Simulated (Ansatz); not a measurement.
# TlNiS2 (R-3m) in Ansatz: single point with PBE

Aim: the single point of TlNiS2 with PBE.

Everything below comes from runs of Ansatz 0.2.0. Logs are shortened: lines on timing, memory, paths and dates and some standing lists are left out, and cuts for length are marked.

## Step 1: Starting point

The structure is trigonal, space group R-3m (No. 166). The conventional cell has a = 3.775 Å, b = 3.775 Å, c = 20.555 Å, α = 90.00°, β = 90.00°, γ = 120.00°. Tl (site symmetry -3m) has 6 S at 3.00 Å as nearest neighbours. Around Ni (site symmetry -3m) lie 6 S at 2.57 Å. S (site symmetry 3m) is surrounded by 3 Ni at 2.57 Å.

The cell comes from a database or a generator and needn't be the stable form of this composition.

## Step 2: Single point, PBE, collinear spin, ferromagnetic start

input.yaml reads:

```yaml
crystal:
  lattice:
    - [1.88728415, 1.08962401, 6.85156163]
    - [-1.88728415, 1.08962401, 6.85156163]
    - [0.0, -2.17924802, 6.85156163]
  atoms:
    - { symbol: Tl, position: [0.5, 0.5, 0.5] }
    - { symbol: Ni, position: [0.0, 0.0, 0.0], spin: 2.5 }
    - { symbol: S, position: [0.2667, 0.2667, 0.2667] }
    - { symbol: S, position: [0.7333, 0.7333, 0.7333] }
hamiltonian:
  xc: pbe
  pseudopotentials: { kind: paw }
magnetization:
  spin_polarized: true
kpoints:
  mp_grid: { grid: [8, 8, 8] }
scf:
  occupations: { method: fermi_dirac, width: 0.05 }
output:
  forces: true
  stress: true
  eigenvalues: true
  write_density: true
  write_potential: true
  elf: true
  volumetric_format: npy
```

Potentials or basis: Ansatz PAW.

Command:

```
$ ansatz run input.yaml --threads 2 --pin off --max-ram 5120MiB --backend cpu --events-out ev --progress --plain --runs-dir out
```

The program printed:

```text
Warning: where an SCF of this run starts from atoms to list the orders of its open shells, Ni (site 1, from 0) starts with 2.00 μB on its 3d shell, in the place of the 2.50 μB that the deck gives it: its open shells can hold no more by Hund's first rule. To start from spheres of the given moment, type scf.initial_density.shell_occupations: []
Warning: RAYON_NUM_THREADS=2 ignored (pool sized by the plan → 2); use --threads N
basis.fft_grid_basis auto: the FFT boxes are laid along the combinations [[1, -1, 0], [0, 1, 0], [0, -1, 1]] of the cell's own vectors, 3.775, 7.190 and 3.775 Å long. The dense box has 27×50×27 points. Along the cell's own vectors, as sized, it would have 50×50×50, 3.43 times as many. Of the 12 symmetry operations that the crystal satisfies within crystal.symmetry.tolerance (time reversal apart; of a slab, those that keep its plane) the dense box along the cell's own vectors carries 12, and the one as laid loses 8 of those. basis.fft_grid_basis: typed keeps the cell's own vectors: state it where this run's energies or levels are differenced outside the engine with another run's, or held beside a run that keeps those vectors. Those combinations have planes normal to reciprocal vector 3, as the cell's own vectors have. Each planar average written beside output.write_density, output.write_potential has a row for each plane of the box: 27. The volumetric files lie along those combinations, not along the cell's own vectors: a cube or XSF file states them, and fields.json those of NumPy files.
Engine: ansatz 0.2.0, aarch64-unknown-linux-gnu
Pseudopotentials: kind: paw
Pseudopotential: Tl, paw, valence charge 13, recommended cutoff 420 eV (normal), Tl.paw.azcp
Pseudopotential: Ni, paw, valence charge 18, recommended cutoff 420 eV (normal), Ni.paw.azcp
Pseudopotential: S, paw, valence charge 6, recommended cutoff 420 eV (normal), S.paw.azcp
Functional definition: PBE
  parameter kappa = 0.804
  parameter beta = 0.06672455060314922
  exchange = pbe_x(kappa = kappa, mu = beta*pi^2/3)
  correlation = pbe_c(beta = beta)
Crystal: 4 atoms, lattice volume = 84.539 Å³
Basis set: ecut = 420 eV, 1655 PW (Γ), FFT grids on a1−a2, a2, −a2+a3, exchange–correlation on 54×100×54 points (8 copies of the dense FFT grid, shifted against one another)
Bands: 28, of which v1, the nominal top of the filled ones, is band 22 counted from 1 (21 counted from 0)
Symmetry: 12 space group operations
Space group: R-3m (ITA 166), of the structure as read, at distance tolerance 4.4e-5 Å
Magnetic group: BNS 166.97 (UNI 1327), of the structure as read, at distance tolerance 4.4e-5 Å
k-points: 65 of 512
Non-local potential: Tl, projectors of the file, l = 0: 2, l = 1: 2, l = 2: 2, l = 3: 1
Non-local potential: Ni, projectors of the file, l = 0: 3, l = 1: 2, l = 2: 3, l = 3: 1
Non-local potential: S, projectors of the file, l = 0: 2, l = 1: 2, l = 2: 2
PAW form: soft (Blöchl's): semilocal exchange-correlation on the pseudo side does not see the compensation charge
PAW one-centre angular grid: Tl, 590 points (default); XC on 64 Gauss nodes
PAW one-centre angular grid: Ni, 590 points (default); XC on 64 Gauss nodes
PAW one-centre angular grid: S, 110 points (default); XC on 64 Gauss nodes
Initial density: superposition of atomic densities (chi_scale 0.1, normalization cell, long waves kept (reshape's long-wave potential 0.36 eV rms))
Starting moments: Σ|m| = 2.5 μB on 1 of 4 sites
Initial wavefunctions: pseudopotential atomic-orbital guess
Functional: x = pbe(κ = 0.804, μ = 0.2195149727645171), c = pbe(β = 0.06672455060314922)
SCF iter   1: F=—  HF=-19088.563076 eV  |F-HF|=—  |Δ(HF+E_count)|=         —  Δρ=3.66e-2 (↑3.52e-2 ↓3.66e-2)  dr2=4.34e0  dr2_m=6.07e-1  M=1.558 μB ∫|m|=1.585 μB  β_m=0.30  ethr=3.10e-3  ⟨swp⟩=5.8  Hψ=14612  notcnv=0
Mixer restart at iter 1: flushing history
preconditioner: auto → Kerker (q_TF=auto, 2.438 Å⁻¹)  [metal: Δε(μ)=0.004 eV  Ē_g=10.457 eV  σ=0.050 eV  W_gap=0.02  n_scr=22 (ndim 8)  ℏωp=23.9 eV  f_vac=0.000  D(μ)=4.00/eV (n_scr^D=36)]
spin=Collinear: Kerker preconditioning applied to the charge; magnetization (m = ρ↑ − ρ↓) channel mixes plain (no charge-response kernel on spin).
SCF iter   2: F=—  HF=-19088.228171 eV  |F-HF|=—  |Δ(HF+E_count)|=   3.35e-1  Δρ=4.28e-2 (↑2.56e-2 ↓4.28e-2)  dr2=2.22e0  dr2_m=7.01e-1  M=1.299 μB ∫|m|=1.357 μB  β_m=0.64  ethr=3.10e-3  ⟨swp⟩=2.0  Hψ=5209  notcnv=0  defer=96
SCF iter   3: F=—  HF=-19088.679443 eV  |F-HF|=—  |Δ(HF+E_count)|=   4.51e-1  Δρ=2.48e-2 (↑2.48e-2 ↓1.70e-2)  dr2=1.32e0  dr2_m=2.08e-2  M=1.197 μB ∫|m|=1.306 μB  β_m=0.59  ethr=3.10e-3  ⟨swp⟩=2.9  Hψ=7310  notcnv=0  defer=126
SCF iter   4: F=—  HF=-19088.363166 eV  |F-HF|=—  |Δ(HF+E_count)|=   3.16e-1  Δρ=1.33e-2 (↑1.33e-2 ↓8.92e-3)  dr2=2.54e-1  dr2_m=2.05e-2  M=1.134 μB ∫|m|=1.229 μB  β_m=0.55  ethr=3.07e-3  ⟨swp⟩=2.3  Hψ=6391  notcnv=0  defer=133
SCF iter   5: F=—  HF=-19088.341048 eV  |F-HF|=—  |Δ(HF+E_count)|=   2.21e-2  Δρ=3.56e-3 (↑3.27e-3 ↓3.56e-3)  dr2=4.90e-2  dr2_m=8.15e-4  M=1.154 μB ∫|m|=1.251 μB  β_m=0.78  ethr=5.90e-4  ⟨swp⟩=2.0  Hψ=4795  notcnv=0  defer=131
SCF iter   6: F=—  HF=-19088.336918 eV  |F-HF|=—  |Δ(HF+E_count)|=   4.13e-3  Δρ=1.72e-3 (↑1.16e-3 ↓1.72e-3)  dr2=6.89e-3  dr2_m=1.07e-4  M=1.162 μB ∫|m|=1.264 μB  β_m=0.89  ethr=1.14e-4  ⟨swp⟩=2.0  Hψ=5745  notcnv=0  defer=131
SCF iter   7: F=—  HF=-19088.338201 eV  |F-HF|=—  |Δ(HF+E_count)|=   1.28e-3  Δρ=1.98e-3 (↑4.35e-4 ↓1.98e-3)  dr2=4.51e-3  dr2_m=5.19e-4  M=1.164 μB ∫|m|=1.265 μB  β_m=0.81  ethr=1.60e-5  ⟨swp⟩=1.0  Hψ=4216  notcnv=0  defer=131
SCF iter   8: F=—  HF=-19088.337683 eV  |F-HF|=—  |Δ(HF+E_count)|=   5.17e-4  Δρ=6.22e-4 (↑5.36e-4 ↓6.22e-4)  dr2=1.16e-4  dr2_m=2.40e-4  M=1.163 μB ∫|m|=1.264 μB  β_m=0.91  ethr=1.05e-5  ⟨swp⟩=2.0  Hψ=4360  notcnv=0  defer=131
SCF iter   9: F=—  HF=-19088.337705 eV  |F-HF|=—  |Δ(HF+E_count)|=   2.19e-5  Δρ=7.28e-5 (↑3.50e-5 ↓7.28e-5)  dr2=1.16e-5  dr2_m=9.67e-7  M=1.163 μB ∫|m|=1.264 μB  β_m=0.95  ethr=2.69e-7  ⟨swp⟩=2.5  Hψ=5586  notcnv=0  defer=131
SCF iter  10: F=—  HF=-19088.337709 eV  |F-HF|=—  |Δ(HF+E_count)|=   3.75e-6  Δρ=1.57e-5 (↑1.57e-5 ↓1.52e-5)  dr2=9.87e-7  dr2_m=4.94e-8  M=1.163 μB ∫|m|=1.264 μB  β_m=0.98  ethr=2.69e-8  ⟨swp⟩=2.1  Hψ=4991  notcnv=0  defer=131
SCF iter  11: F=—  HF=-19088.337709 eV  |F-HF|=—  |Δ(HF+E_count)|=   6.11e-7  Δρ=1.28e-5 (↑4.26e-6 ↓1.28e-5)  dr2=2.15e-7  dr2_m=2.15e-8  M=1.163 μB ∫|m|=1.264 μB  β_m=0.99  ethr=2.29e-9  ⟨swp⟩=2.1  Hψ=5575  notcnv=0  defer=131
SCF iter  12: F=—  HF=-19088.337709 eV  |F-HF|=—  |Δ(HF+E_count)|=   6.71e-8  Δρ=3.55e-6 (↑1.58e-6 ↓3.55e-6)  dr2=7.97e-9  dr2_m=4.06e-9  M=1.163 μB ∫|m|=1.264 μB  β_m=0.99  ethr=5.00e-10  ⟨swp⟩=2.0  Hψ=5014  notcnv=0  defer=131
SCF iter  13: F=-19088.337709 eV  HF=-19088.337709 eV  |F-HF|=3.63e-8  |Δ(HF+E_count)|=   1.03e-8  Δρ=5.29e-6 (↑1.93e-6 ↓5.29e-6)  dr2=3.97e-8  dr2_m=2.27e-9  M=1.163 μB ∫|m|=1.264 μB  ethr=1.85e-11  ⟨swp⟩=10.8  Hψ=22657  notcnv=0
SCF 1 converged in 13 iterations: F = -19088.337709 eV  dr2 = 3.97e-8
SCF converged after 13 iterations
Magnetization: 1.1630 μB (22.0815 up, 20.9185 down)
Absolute magnetization: 1.2570 μB (∫|ρ↑−ρ↓|, with the PAW one-centre terms)
Spin contamination: 0.0819 ħ² per cell (⟨S²⟩ above its minimum at these occupations)
Per-site moments (μB) at R_I (Å): [(0.0028966830955138153, 1.2359101493304179), (0.965076944793722, 1.061736900431835), (0.059322607863342945, 1.0617369004318353), (0.05932260786334289, 1.061736900431835)]
Free energy (F): -19088.337709 eV
Harris-Foulkes:  -19088.337709 eV  (|F-HF|=3.63e-8)
Internal energy: -19088.321598 eV  (E = F + TS)
E sigma→0 (E₀):  -19088.329654 eV
Entropy (-TS):   -0.016112 eV (-4.028 meV/atom)
Fermi energy:    8.086252 eV
--- Per-component energies (eV) ---
  E_band       = -448.084634
  E_kinetic    = 819.345151
  E_local      = -6289.812279  (includes V_loc(G=0)·N_el)
  E_nonlocal   = 1016.758269
  E_hartree    = 2620.424133
  E_xc         = -504.396373
  E_vxc        = -419.142212  (∫ρ·V_xc dr)
  E_paw        = -12999.166036  (= ΣΔE_a)
  E_vpaw       = -816.100485  (= ΣTr[D̂ρ^β])
  E_aug_tail   = 0.000541  (compensation charges beyond the density's cutoff)
  E_ewald      = -3751.475005
  E_smearing   = -0.016112  (= −TS)
  E_closure    = 0.000000  (closes the sum)
  Σ components = -19088.337709   (vs F -19088.337709, Δ=0.00e0)
--- Forces (eV/Å), atoms counted from 1 ---
  atom   1  Tl    -0.00000000     0.00000000     0.00000000
  atom   2  Ni     0.00000000     0.00000000    -0.00000000
  atom   3  S      0.00000000     0.00000000     1.20176630
  atom   4  S      0.00000000    -0.00000000    -1.20176630
  max |Σ_I F_I| component: 2.22e-16 eV/Å
--- Stress (GPa, compression-positive) ---
       -6.393984       0.000000       0.000000
        0.000000      -6.393984       0.000000
        0.000000       0.000000      -8.146808
  P = ⅓ Tr σ = -6.9783 GPa (-69.783 kbar)
--- Band table (eV; the first three rows and the last of 130) ---
  k-point 0 ↑: bands = ["-95.6111", "-56.0037", "-55.9870", "-55.9870", "-5.1966", "-4.0721", "-2.8383", "-2.8383", "-2.8020", "-2.6541", "-2.6541", "1.0279", "4.8178", "4.8178", "5.9141", "6.2915", "6.2915", "6.3604", "7.1960", "7.1960", "7.2032", "8.3594", "8.3594", "11.8986", "13.8121", "13.9864", "13.9864", "16.3426"]
  k-point 1 ↑: bands = ["-95.6111", "-56.0036", "-55.9871", "-55.9870", "-5.0716", "-4.0819", "-2.8347", "-2.8044", "-2.7686", "-2.6605", "-2.6193", "1.2171", "4.5921", "4.8329", "5.5814", "6.0749", "6.2006", "6.4888", "6.6642", "7.1906", "7.5562", "8.2025", "8.2584", "12.4190", "12.8517", "14.2348", "14.6467", "15.5878"]
  k-point 2 ↑: bands = ["-95.6111", "-56.0036", "-55.9873", "-55.9871", "-4.7507", "-4.0764", "-2.8552", "-2.7263", "-2.6945", "-2.6702", "-2.5229", "1.7324", "4.2481", "4.5230", "4.8571", "5.8717", "6.0622", "6.3745", "6.5250", "7.0199", "7.0444", "7.9488", "8.7354", "11.7659", "12.3688", "14.2277", "14.4119", "15.5351"]
  k-point 64 ↓: bands = ["-94.4136", "-54.8251", "-54.8251", "-54.8222", "-4.8673", "-4.3873", "-2.8364", "-2.8364", "-2.8016", "-2.6529", "-2.6529", "2.0292", "3.8100", "5.5930", "5.5930", "6.9644", "6.9644", "7.1831", "7.4174", "7.4174", "8.9966", "8.9966", "9.1911", "11.3917", "13.2534", "15.1293", "15.1293", "15.6063"]
```

Run time: 25 s. Hardware: 2 threads of Arm Neoverse N1, shared host; peak memory 0.54 GiB.

What came out:

* Free energy: -19088.3377 eV
* Pressure: -7.0 GPa
* Largest force: 1.202 eV/Å
* Band gap on the k mesh: none (metal or under the smearing width)
* Net moment: 1.16 μB per cell
* Absolute moment: 1.26 μB per cell
* Site moments: Tl +0.00; Ni +0.97; S +0.06 μB

Forces on the atoms (eV/Å):
```
Tl   0.000  0.000  0.000
Ni   0.000  0.000  0.000
S    0.000  0.000  1.202
S    0.000  0.000 -1.202
```

Stress tensor (GPa, compression positive):
```
-6.39  0.00  0.00
 0.00 -6.39  0.00
 0.00  0.00 -8.15
```

Caveat: a cell with one magnetic atom can't hold antiferromagnetic order, which such compounds often take; forces of over 1 eV/Å show positions far from the minimum, so gaps and moduli don't describe the material at rest. With open d or f shells a metallic result of PBE can be an artefact of self-interaction; +U or a hybrid may open a gap.
